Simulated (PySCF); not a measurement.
Cl4Si, in a box:

```
CELL_PARAMETERS angstrom
12.00000 0.00000 0.00000
0.00000 13.00000 0.00000
0.00000 0.00000 13.00000
ATOMIC_POSITIONS crystal
Cl 0.40199 0.46999 0.62691
Si 0.48133 0.47214 0.49075
Cl 0.62444 0.38182 0.49939
Cl 0.38384 0.42333 0.37964
Cl 0.52850 0.62004 0.45885
```

The cell isn't the ideal one: atoms moved at random, drawn with an rms of 0.05 Å.

Base run:

| Property | Result |
| --- | --- |
| Program | PySCF 2.14.0 |
| Functional | r2SCAN0 |
| Potentials or basis | 6-31g* (all-electron) |
| k mesh | 1 × 1 × 1 |
| Occupations | fixed |
| Spin | no spin polarisation |

Its results: gap between the frontier levels 9.19 eV.

After a change of settings the same cell gave: gap between the frontier levels 8.01 eV. Which change was it?
A. functional from r2SCAN0 to r2SCAN50; dispersion from none to D4
B. functional from r2SCAN0 to N12
C. functional from r2SCAN0 to PBE
D. functional from r2SCAN0 to MN15-L; dispersion from none to D3

D.

Caveats: this is a molecule in a periodic box at the Γ point, so its band gap is the HOMO-LUMO gap; the basis of atomic orbitals isn't converged, which shifts pressures, moduli and gaps.
